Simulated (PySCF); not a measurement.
# C9H14Ti (TiPhMe3): the cost of one run

Programs: PySCF 2.14.0, with density-fitted response routines of our own. Each step states its level of theory. These are calculated values for one molecule in the gas phase, unless marked as measured. Atoms count from 0, in the outputs and in this text.

## Step 1: Starting geometry

24 atoms, charge 0, multiplicity 1; geometry from: GFN2-xTB. The atoms were then displaced at random by about 0.03 Å, so the start is not that level's minimum.

Bonds of the start (Å): Ti0–C1 2.02, Ti0–C12 1.95, Ti0–C16 2.20, Ti0–C20 2.07, C1–C2 1.36, C1–C6 1.37, C2–C3 1.41, C2–H7 1.18, C3–C4 1.47, C3–H8 1.05, C4–C5 1.36, C4–H9 1.14, C5–C6 1.38, C5–H10 1.12, C6–H11 1.09, C12–H13 1.06, C12–H14 1.20, C12–H15 1.16, C16–H17 1.14, C16–H18 1.09, C16–H19 1.06, C20–H21 1.03, C20–H22 1.09, C20–H23 1.10.

## Step 2: Relaxing the molecule at PBE0-D3(BJ)/def2-SVP

What the job is given:

```
{"job": {"xc": "PBE0", "basis": "def2-SVP", "d3": "d3bj", "grid": 1, "maxiter": 40, "shake": 0.03, "kind": "geom"}, "charge": 0, "multiplicity": 1}
Ti     0.069100    -0.080580    -1.283250
C     -0.014540    -0.011150     0.737810
C      0.982030     0.571230     1.457760
C      1.127520     0.601420     2.860630
C     -0.044720     0.015450     3.527110
C     -1.096680    -0.519050     2.848470
C     -1.034220    -0.552390     1.468960
H      1.937370     1.044150     0.947120
H      1.840040     1.060220     3.476620
H     -0.057650     0.037840     4.669370
H     -1.945640    -0.975390     3.417430
H     -1.885330    -0.995140     0.953690
C      1.867320    -0.009880    -2.032930
H      1.931190    -0.224570    -3.067280
H      2.518670    -0.867170    -1.503340
H      2.461910     0.960590    -1.800080
C     -0.972850     1.728280    -1.964130
H     -2.010870     1.788560    -1.489160
H     -1.108450     1.666140    -3.046890
H     -0.495950     2.628630    -1.672160
C     -0.968700    -1.713590    -2.030600
H     -1.985700    -1.739090    -1.866670
H     -0.508880    -2.574870    -1.549040
H     -0.762690    -1.840160    -3.099490
```

Started as:

```sh
> OMP_NUM_THREADS=1 python probes_run.py task.json out
```

This one command runs all jobs of the session in turn.

**Question.** How long does this first job take on 1 thread of AMD EPYC, shared host, and how much memory does it need?

About 15 min, with a peak of 1.2 GiB.
